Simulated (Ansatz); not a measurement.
# WO+ (quartet): the correlation ladder, def2-TZVPP

An exercise on one series of results from a longer session: the logs are not shown, and one member is left open.

The runs use Ansatz 0.2.0, Gaussian basis; def2-TZVPP, core rule «outside noble gas», up to 5 orbitals frozen.

To be run: UHF; ROHF; CCSD(T) on UHF.

## The geometry

The geometry is a PBE0/def2-TZVP stationary point (not a proven minimum) of the parent state, kept for this charge and spin. No spin-orbit coupling is included. Elements past krypton take def2 core potentials.

2 atoms, charge 1, spin multiplicity 4.

Atoms are counted from 1 here; the program's logs count them from 0.

Bond lengths: W1–O2 1.703 Å.

Geometry (Å):

```
atom   x (Å)   y (Å)   z (Å)
  W1  0.0000  0.0000  0.0000
  O2  0.0000  0.0000  1.7032
```

Set-up of the first run:

Contents of in.yaml:

```yaml
crystal:
  periodic: [false, false, false]
  atoms:
    - {symbol: W, position_ang: [0.000000, 0.000000, 0.000000]}
    - {symbol: O, position_ang: [0.000000, 0.000000, 1.703200]}
basis:
  gaussian: {orbitals: def2-TZVPP}
total_charge: 1
magnetization: {spin_polarized: true, initial_magnetization: 3}
hamiltonian: {xc: hf}
output: {orbitals: {seedname: orbitals}}
```

Started as:

```bash
$ ansatz run in.yaml --threads 1 --pin off --events-out ev --progress --plain --max-ram 4096MiB --backend cpu
```

Steps of the session up to this table: UHF; ROHF; CCSD(T) on UHF.

One of the session's tables, all rows but one given; the rest of the session is left out.

It belongs to the step «Misses and costs». 

```
  method  from UCCSD(T) (kcal/mol)
    ROHF                   +251.55
     UHF                   +237.58
    UMP2                    +19.86
   UCCSD                         ?
UCCSD(T)                         0
```

**Question.** Estimate the row for UCCSD.

The run gave: from UCCSD(T) (kcal/mol): +14.26. In the column «from UCCSD(T) (kcal/mol)» it lies between UCCSD(T) (0) and UMP2 (+19.86).

Limits of these values: The determinant is far from a pure spin state, so its energy mixes those of several spin states (harmless only where they are near-degenerate, as at dissociation).
